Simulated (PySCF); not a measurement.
# C3H3BO3: the cost of one run

Computed with PySCF 2.14.0, with density-fitted response routines of our own, on a single molecule in the gas phase. Atoms count from 0, in the outputs and in this text.

## (1) Starting geometry

10 atoms, charge 0, multiplicity 1; geometry from: GFN2-xTB. The atoms were then displaced at random by about 0.01 Å, so the start is not that level's minimum.

Bonds of the start (Å): O0–C1 1.20, C1–C2 1.41, C2–C3 1.26, C3–B4 1.50, B4–O5 1.34, B4–O6 1.36, C1–H7 1.11, O5–H8 0.96, O6–H9 0.95.

## (2) Optimising the geometry at PBE0-D3(BJ)/def2-SVP

What the job is given:

```
{"job": {"xc": "PBE0", "basis": "def2-SVP", "d3": "d3bj", "grid": 1, "shake": 0.01, "kind": "geom"}, "charge": 0, "multiplicity": 1}
O     -3.518240    -0.990460    -0.388610
C     -2.739690    -0.404780    -1.086760
C     -1.371850    -0.211470    -0.797290
C     -0.144160    -0.029390    -0.559900
B      1.310580     0.181830    -0.269720
O      2.166590    -0.772310    -0.659280
O      1.665280     1.330780     0.372450
H     -2.997550     0.050490    -2.067750
H      3.099610    -0.644360    -0.453630
H      2.579880     1.468730     0.578430
```

Run with:

```sh
OMP_NUM_THREADS=1 python probes_run.py task.json out
```

The driver reads the jobs from task.json and runs them one after another.

**Question.** How long does this first job take on 1 thread of Arm Neoverse V2, shared host, and how much memory does it need?

About 56 s, with a peak of 0.45 GiB.
